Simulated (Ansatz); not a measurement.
# C₄H₉F₃HfO: small, medium and large basis sets

Aim: see how fast density functionals converge with the basis set for C₄H₉F₃HfO.

The runs use Ansatz 0.2.0, Gaussian basis; one geometry, several basis sets.

The runs, in order: PBE0-D4/def2-SVP; ωB97M-V/def2-SVP; PBE0-D4/def2-QZVPP; ωB97M-V/def2-QZVPP; the functionals' def2-TZVPP values are taken from earlier runs.

## 1. Structure used throughout

All runs share one geometry, relaxed beforehand with PBE0-D4 in a triple-zeta def2 set. Hf takes the def2 core potential; no spin-orbit term is included.

SMILES `CC(C)(C)[O][Hf]([F])([F])[F]`, 18 atoms, charge 0, spin multiplicity 1.

Atoms are counted from 1 here; the program's logs count them from 0.

Bond lengths: C1–C2 1.520 Å, C1–H10 1.092 Å, C1–H11 1.092 Å, C1–H12 1.092 Å, C2–C3 1.520 Å, C2–C4 1.520 Å, C2–O5 1.417 Å, C3–H13 1.092 Å, C3–H14 1.092 Å, C3–H15 1.092 Å, C4–H16 1.092 Å, C4–H17 1.092 Å, C4–H18 1.092 Å, O5–Hf6 1.891 Å, Hf6–F7 1.912 Å, Hf6–F8 1.912 Å, Hf6–F9 1.912 Å. Angles: C2–C1–H10 110.4°, C2–C1–H11 110.4°, C2–C1–H12 110.6°, H10–C1–H11 108.6°, H10–C1–H12 108.4°, H11–C1–H12 108.3°, C1–C2–C3 111.0°, C1–C2–C4 111.0°, C1–C2–O5 107.9°, C3–C2–C4 111.0°, C3–C2–O5 107.9°, C4–C2–O5 107.9°, C2–C3–H13 110.4°, C2–C3–H14 110.6°, C2–C3–H15 110.4°, H13–C3–H14 108.3°, H13–C3–H15 108.6°, H14–C3–H15 108.4° and more.

## 2. PBE0-D4 in def2-SVP

The input, in.yaml:

```yaml
crystal:
  periodic: [false, false, false]
  atoms:
    - {symbol: C, position_ang: [-1.632460, -0.061330, 0.683975]}
    - {symbol: C, position_ang: [-0.195670, -0.402801, 0.322330]}
    - {symbol: C, position_ang: [0.676804, -0.473533, 1.565517]}
    - {symbol: C, position_ang: [-0.126344, -1.700905, -0.466236]}
    - {symbol: O, position_ang: [0.304649, 0.635576, -0.502686]}
    - {symbol: Hf, position_ang: [0.970404, 2.023372, -1.601440]}
    - {symbol: F, position_ang: [0.737486, 3.703072, -0.718610]}
    - {symbol: F, position_ang: [2.829829, 1.733575, -1.938539]}
    - {symbol: F, position_ang: [0.017273, 2.037470, -3.258662]}
    - {symbol: H, position_ang: [-1.674959, 0.890454, 1.217681]}
    - {symbol: H, position_ang: [-2.243916, 0.017006, -0.217470]}
    - {symbol: H, position_ang: [-2.061913, -0.834500, 1.324512]}
    - {symbol: H, position_ang: [0.644252, 0.473575, 2.108236]}
    - {symbol: H, position_ang: [0.330525, -1.264750, 2.233770]}
    - {symbol: H, position_ang: [1.713091, -0.683017, 1.292117]}
    - {symbol: H, position_ang: [-0.726905, -1.626916, -1.375292]}
    - {symbol: H, position_ang: [-0.505589, -2.533515, 0.129949]}
    - {symbol: H, position_ang: [0.905643, -1.921331, -0.747352]}
basis:
  gaussian: {orbitals: def2-SVP}
hamiltonian: {xc: pbe0, dispersion: d4}
output: {orbitals: {seedname: orbitals}}
```

Started as:

```console
ansatz run in.yaml --threads 4 --pin off --events-out ev --progress --plain --max-ram 66560MiB --backend cpu
```

Further steps of the session: ωB97M-V in def2-SVP; PBE0-D4 in def2-QZVPP; ωB97M-V in def2-QZVPP.

**Question.** What will the summary of the whole plan be? Wanted: PBE0-D4: double and triple zeta above quadruple; ωB97M-V: double and triple zeta above quadruple.

As calculated:

| quantity | value |
| --- | --- |
| PBE0-D4: double and triple zeta above quadruple | 18.34, 0.81 eV |
| ωB97M-V: double and triple zeta above quadruple | 18.88, 0.76 eV |

**Reading.** PBE0-D4 gains 17.53 eV from double to triple zeta, then 0.81 eV more. These are total energies; as a rule much of such shifts cancels in differences, which this series doesn't test. The LUMO of ωB97M-V is positive and keeps falling with the basis (0.94 to 0.43 eV): an unbound level that the basis holds in place.
